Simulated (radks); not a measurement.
# Cl in [He] 2s2 2p5 3s2 3p5 3d1: an all-electron calculation

What are the levels of neutral chlorine, how large are its shells, and how does its energy divide?

The numbers are computed with radks (a radial shooting solver on a logarithmic mesh, Libxc functionals) version 1 (scalar-relativistic Kohn-Sham, exchange-only LDA, spin-polarised, spherical densities, point nucleus; open shells are filled with parallel spins first), except any that are marked as measured or tabulated.

### Step 1. Starting point

| Quantity | Value |
| --- | --- |
| element | chlorine (Z = 17) |
| charge | 0 |
| electrons | 17 |
| configuration | [He] 2s2 2p5 3s2 3p5 3d1 |

Outer shells as boxes (Hund's rule):

Cl
```
[He] core
2s [↑↓]
2p [↑↓][↑↓][↑ ]
3s [↑↓]
3p [↑↓][↑↓][↑ ]
3d [↑ ][  ][  ][  ][  ]
```

### Step 2. The calculation

The run's settings:

```text
Z 17
configuration [He] 2s2 2p5 3s2 3p5 3d1 4s0 4p0 4d0 4f0
relativity scalar-relativistic
functional lda,
spin polarised
nucleus point
c 137.035999084
```

Command:

```sh
> python run_ks.py task.json out
```

All runs below come from this command, one after another.

What does the calculation give?

As calculated:

| quantity | value |
| --- | --- |
| total energy | -451.26274 hartree |
| exchange-correlation share of it | 5.37 % |
| −T/E | 1.0058 |
| highest occupied level | 3d up, -0.457 eV |
| most extended occupied level | 3d up, <r> = 7.77 bohr |
| radius at density 0.001 e/bohr³ | 3.77 bohr |
| maxima of the radial density | 3 |

**Reading.** The radial density shows 3 maxima for 3 occupied principal shells. −T/E is 1.006: with relativity the kinetic term as defined here no longer equals −E. This is not the tabulated ground configuration, so its levels and sizes aren't those of the ground state, and no measured value stands beside it.
